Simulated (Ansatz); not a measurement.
# CH₆BNSi: small, medium and large basis sets

How large a basis does CH₆BNSi need? Two functionals are run in growing sets.

Method: one geometry, several basis sets; program: Ansatz 0.2.0, Gaussian basis.

The runs, in order: PBE0-D4/def2-SVP; ωB97M-V/def2-SVP; PBE0-D4/def2-QZVPP; ωB97M-V/def2-QZVPP; the functionals' def2-TZVPP values are taken from earlier runs.

### 1 The geometry

All runs share one geometry, relaxed beforehand with PBE0-D4 in a triple-zeta def2 set.

SMILES `B1CN[SiH2]1`, 10 atoms, charge 0, spin multiplicity 1.

Atoms are counted from 1 here; the program's logs count them from 0.

Bond lengths: B1–C2 1.579 Å, B1–Si4 2.021 Å, B1–H5 1.191 Å, C2–N3 1.467 Å, C2–H6 1.103 Å, C2–H7 1.103 Å, N3–Si4 1.727 Å, N3–H8 1.005 Å, Si4–H9 1.496 Å, Si4–H10 1.496 Å. Angles: C2–B1–Si4 85.4°, C2–B1–H5 128.7°, Si4–B1–H5 145.8°, B1–C2–N3 98.4°, B1–C2–H6 111.9°, B1–C2–H7 112.0°, N3–C2–H6 114.4°, N3–C2–H7 114.4°, H6–C2–H7 105.9°, C2–N3–Si4 100.6°, C2–N3–H8 121.8°, Si4–N3–H8 137.6°, B1–Si4–N3 75.5°, B1–Si4–H9 120.8°, B1–Si4–H10 120.7°, N3–Si4–H9 116.3°, N3–Si4–H10 116.3°, H9–Si4–H10 105.4°.

### 2 PBE0-D4 in def2-SVP

The input, in.yaml:

```yaml
crystal:
  periodic: [false, false, false]
  atoms:
    - {symbol: B, position_ang: [0.826409, 0.027194, -0.968498]}
    - {symbol: C, position_ang: [0.855940, -0.558475, 0.497951]}
    - {symbol: N, position_ang: [-0.489131, -0.151663, 0.918454]}
    - {symbol: Si, position_ang: [-1.044362, 0.641153, -0.512050]}
    - {symbol: H, position_ang: [1.676323, -0.007290, -1.801757]}
    - {symbol: H, position_ang: [1.024658, -1.648759, 0.503211]}
    - {symbol: H, position_ang: [1.672169, -0.124312, 1.099935]}
    - {symbol: H, position_ang: [-0.842970, -0.361226, 1.834973]}
    - {symbol: H, position_ang: [-1.361762, 2.097336, -0.382335]}
    - {symbol: H, position_ang: [-2.233973, 0.034941, -1.186985]}
basis:
  gaussian: {orbitals: def2-SVP}
hamiltonian: {xc: pbe0, dispersion: d4}
output: {orbitals: {seedname: orbitals}}
```

Command:

```bash
$ ansatz run in.yaml --threads 2 --pin off --events-out ev --progress --plain --max-ram 4352MiB
```

The runs that follow: ωB97M-V in def2-SVP; PBE0-D4 in def2-QZVPP; ωB97M-V in def2-QZVPP.

Before running them: what should the planned runs give, taken together? Wanted: PBE0-D4: double and triple zeta above quadruple; ωB97M-V: double and triple zeta above quadruple.

**Answer**, as computed:

```
                                       quantity          value
PBE0-D4: double and triple zeta above quadruple  6.95, 0.47 eV
ωB97M-V: double and triple zeta above quadruple  7.10, 0.44 eV
```

**Reading.** PBE0-D4 gains 6.48 eV from double to triple zeta, then 0.47 eV more. Total energies overstate the basis error of differences, where much of it tends to cancel.
